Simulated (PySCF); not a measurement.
# BiH4S4 (Bi(SH)4-): the cost of one run

Program: PySCF 2.14.0. Level of theory: PBE0, Bi def2-SVP with ECP60, S def2-SVP, H def2-SVP; scalar-relativistic core potentials, no spin–orbit coupling. These are calculated values, not measurements.

3 further runs of the same task are left out: 2 for a known fault of the program, 1 that didn't finish.

## Step 1: The starting structure

9 atoms, charge -1, spin multiplicity 1.

Bond lengths: Bi1–S2 2.714 Å, Bi1–S4 2.781 Å, Bi1–S6 2.574 Å, Bi1–S8 2.751 Å, S2–H3 1.351 Å, S4–H5 1.353 Å, S6–H7 1.354 Å, S8–H9 1.351 Å. Angles: S2–Bi1–S4 114.7°, S2–Bi1–S6 91.0°, S2–Bi1–S8 115.7°, S4–Bi1–S6 84.0°, S4–Bi1–S8 128.7°, S6–Bi1–S8 86.0°, Bi1–S2–H3 89.8°, Bi1–S4–H5 90.8°, Bi1–S6–H7 91.2°, Bi1–S8–H9 93.1°.

As a file:

```xyz
9
BiH4S4
Bi   -0.6404    0.0170   -0.0886
S    -0.1453   -1.0742    2.3464
H     0.8709   -0.2028    2.5255
S     0.8571   -1.0576   -2.1710
H     0.1647   -2.2172   -2.0968
S     1.3621    1.6134    0.1711
H     2.1928    0.7090   -0.3986
S    -2.2009    2.2830   -0.0840
H    -1.1354    3.1046   -0.2041
```

Formal oxidation states: Bi +3. An earlier session relaxed this geometry at PBE0, Bi def2-SVP with ECP60, S def2-SVP, H def2-SVP (singlet, point group C1).

Its energy there is -1808.902235 Eh.

## Step 2: Multiplicity 3 at the relaxed geometry

File run.py (the lines that set the calculation):

```python
mol = gto.M(atom='''
Bi    -0.64043     0.01705    -0.08859
S     -0.14529    -1.07423     2.34643
H      0.87091    -0.20275     2.52551
S      0.85708    -1.05757    -2.17104
H      0.16471    -2.21719    -2.09679
S      1.36215     1.61342     0.17114
H      2.19284     0.70903    -0.39856
S     -2.20092     2.28301    -0.08398
H     -1.13537     3.10461    -0.20412''',
    basis={'Bi': 'def2-SVP', 'S': 'def2-SVP', 'H': 'def2-SVP'},
    ecp={'Bi': 'def2-SVP'},
    charge=-1, spin=2)
mf = dft.UKS(mol, xc='PBE0')
mf.grids.atom_grid = (50, 194)
mf = mf.density_fit()  # fitting sets: Bi def2-universal-JKFIT, S def2-universal-JKFIT, H def2-universal-JKFIT
mf.conv_tol = 1e-08; mf.max_cycle = 55
mf.kernel(dm0)  # dm0: free metal ions and neutral atoms
```

Command:

```bash
$ OMP_NUM_THREADS=2 python run.py
```

**Question.** How long does this run take on 2 threads of Intel Xeon Platinum 8259CL at 2.50GHz (Skylake/Cascade Lake), shared host?

About 20 s.
